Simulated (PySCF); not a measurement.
# [CeF3(NH3)]−: other functionals and bases at one geometry

An exercise on one series of results from a longer session: the logs are not shown, and one member is left open.

Method: several levels, as the steps say, no spin–orbit coupling; program: PySCF 2.14.0.

1 further run of the same task is left out (for a known fault of the program).

## Where the work starts

8 atoms, charge -1, spin multiplicity 1.

Bond lengths: Ce1–F2 2.304 Å, Ce1–F3 2.304 Å, Ce1–F4 2.304 Å, Ce1–N5 2.866 Å, N5–H6 1.018 Å, N5–H7 1.018 Å, N5–H8 1.018 Å. Angles: F2–Ce1–F3 119.9°, F2–Ce1–F4 119.9°, F2–Ce1–N5 91.4°, F3–Ce1–F4 119.9°, F3–Ce1–N5 91.4°, F4–Ce1–N5 91.4°, Ce1–N5–H6 111.0°, Ce1–N5–H7 111.0°, Ce1–N5–H8 111.0°, H6–N5–H7 107.9°, H6–N5–H8 107.9°, H7–N5–H8 107.9°.

Geometry (Å):

```csv
atom,x (Å),y (Å),z (Å)
Ce1,0.1877,-0.1877,0.1877
F2,1.1600,1.6609,1.1600
F3,-1.6609,-1.1600,1.1600
F4,1.1600,-1.1600,-1.6609
N5,-1.4667,1.4667,-1.4667
H6,-2.0650,2.0650,-0.9010
H7,-0.9010,2.0650,-2.0650
H8,-2.0650,0.9010,-2.0650
```

Formal oxidation states: Ce +2. Each metal's 2 4f electrons lie in its core potential, so multiplicities, spins and levels count the valence alone. For divalent La, Ce, Gd or Lu the extra electron is normally 5d or 6s, so this core forces an excited configuration. An earlier session relaxed this geometry at PBE0, Ce lcecp-0-SVP with ECP48, F def2-SVP, N def2-SVP, H def2-SVP (singlet, point group C3v).

At PBE0 on the finer grid: E = -382.365079 Eh, frontier levels not given, since the 4f levels lie in the core, Mulliken charge on Ce1 +0.67 e, largest force component 0.003 eV/Å. 

Levels to run: B3LYP; TPSSh; PBE0, TZVP. Hardware: 2 threads of Arm Neoverse V1, shared host.

Set-up of the first run:

Input file run.py (the lines that set the calculation):

```python
mol = gto.M(atom='''
Ce     0.18774    -0.18774     0.18774
F      1.16002     1.66091     1.16002
F     -1.66091    -1.16002     1.16002
F      1.16002    -1.16002    -1.66091
N     -1.46668     1.46668    -1.46668
H     -2.06503     2.06503    -0.90104
H     -0.90104     2.06503    -2.06503
H     -2.06503     0.90104    -2.06503''',
    basis={'Ce': 'lcecp-0-SVP', 'F': 'def2-SVP', 'N': 'def2-SVP', 'H': 'def2-SVP'},
    ecp={'Ce': 'lcecp-0-SVP'},
    charge=-1, spin=0)
mf = dft.RKS(mol, xc='B3LYP')
mf.grids.atom_grid = (75, 302)  # f atoms: unpruned, at least (60, 302)
mf = mf.density_fit()  # fitting sets: Ce AutoAux, F def2-universal-JKFIT, N def2-universal-JKFIT, H def2-universal-JKFIT
mf.conv_tol = 1e-08; mf.max_cycle = 55
mf.kernel(dm0)  # dm0: the density of the relaxed state
```

The run is started by

```
$ OMP_NUM_THREADS=2 python run.py
```

Steps of the session up to this table: B3LYP; TPSSh; PBE0, TZVP.

One table of the session follows, with a row left open; its other results are not shown here.

| level | charge on Ce1 (e) | dipole (D) | largest force component (eV/Å) |
| --- | --- | --- | --- |
| PBE0 (relaxed here) | 0.67 | 4.17 | 0.00 |
| B3LYP | ? | ? | ? |
| TPSSh | 0.60 | 4.14 | 0.12 |
| PBE0, TZVP | 1.11 | 3.89 | 0.31 |

Estimate the missing values for B3LYP.

**Answer.** charge on Ce1 (e): 0.60; dipole (D): 4.17; largest force component (eV/Å): 0.11.

The dipole of a charged species depends on the origin, so these sizes hold for this origin alone.

The largest leftover force, 0.31 eV/Å with PBE0, TZVP, stands at a geometry relaxed at another level. With 4f in the core, its levels are missing from HOMO and gap, and its count is fixed, so no charge can pass from the ligands into it. Total energies of different levels can't be compared.
